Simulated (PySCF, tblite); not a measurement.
# C₆H₇F₂O₂−: geometry, infrared bands and NMR shifts

Wanted: the infrared bands and NMR shifts of C₆H₇F₂O₂− (`C[C@@H](C(=O)[O-])C1[C@H](F)[C@H]1F`), by calculation.

Computed with tblite 0.8.0 and PySCF 2.14.0, with density-fitted response routines of our own, on a single molecule in the gas phase. Atoms are numbered from 0 throughout.

## Step 1: The starting structure

17 atoms, charge -1, multiplicity 1; geometry from: force field or distance geometry start.

Bonds of the start (Å): C0–C1 1.52, C1–C2 1.49, C2–O3 1.29, C2–O4 1.42, C1–C5 1.51, C5–C6 1.50, C6–F7 1.39, C6–C8 1.51, C8–F9 1.37, C8–C5 1.54, C0–H10 1.09, C0–H11 1.13, C0–H12 1.10, C1–H13 1.10, C5–H14 1.12, C6–H15 1.10, C8–H16 1.11.

## Step 2: Optimising the geometry with GFN2-xTB

The job: settings as JSON, then the geometry in Å.

```
{"job": {"kind": "relax", "xc": "GFN2-xTB", "basis": "xTB"}, "charge": -1, "multiplicity": 1}
C     -1.549100    -0.887800     0.009400
C     -0.650400     0.330700    -0.143700
C     -1.337600     1.421000     0.603700
O     -1.080200     2.659000     0.367200
O     -2.320400     1.071000     1.563100
C      0.728000     0.059500     0.417600
C      1.592700    -1.036600    -0.136000
F      2.674400    -1.490300     0.604400
C      1.811600     0.369400    -0.627000
F      1.343800     0.692100    -1.877000
H     -1.377300    -1.560500    -0.835800
H     -2.600500    -0.501000    -0.119700
H     -1.394400    -1.309200     1.013000
H     -0.586100     0.556200    -1.220700
H      0.966800     0.504000     1.413700
H      1.052400    -1.781600    -0.738600
H      2.719200     0.916100    -0.303500
```

Launch:

```bash
$ OMP_NUM_THREADS=1 python probes_run.py task.json out
```

This one command runs all jobs of the session in turn.

**Question.** This job is followed by: GFN2-xTB harmonic vibrations, gas phase; GIAO PBE0/pcSseg-1 NMR shielding, non-relativistic, gas phase. What will the session give for the following? strongest single infrared mode (GFN2-xTB); zero-point energy (GFN2-xTB); 13C shifts against TMS (PBE0/pcSseg-1); 1H shifts against TMS (PBE0/pcSseg-1, means over atoms taken as alike); 17O shifts against H2O (PBE0/pcSseg-1); 19F shifts against CFCl3 (PBE0/pcSseg-1).

As calculated:

```
                                                              quantity                                    value
                             strongest single infrared mode (GFN2-xTB)                    1819 cm⁻¹, 641 km/mol
                                          zero-point energy (GFN2-xTB)                            75.7 kcal/mol
                                13C shifts against TMS (PBE0/pcSseg-1)  170.3, 81.8, 81.8, 40.6, 39.0, 21.7 ppm
1H shifts against TMS (PBE0/pcSseg-1, means over atoms taken as alike)         4.70, 4.29, 3.53, 1.35, 1.17 ppm
                                17O shifts against H2O (PBE0/pcSseg-1)                         322.9, 302.0 ppm
                              19F shifts against CFCl3 (PBE0/pcSseg-1)                       -241.5, -252.3 ppm
```

In words: Relaxing lowered the energy by 1.627 eV in 174 steps; the close pair that moved most is C2–O4, from 1.417 to 1.231 Å. All 45 modes are real, so the xTB geometry is a minimum. The strongest single mode, at 1819 cm⁻¹, moves mainly C2. GFN2-xTB is a fitted tight-binding method: band positions and strengths are rough. Its intensities can rank the bands wrongly.
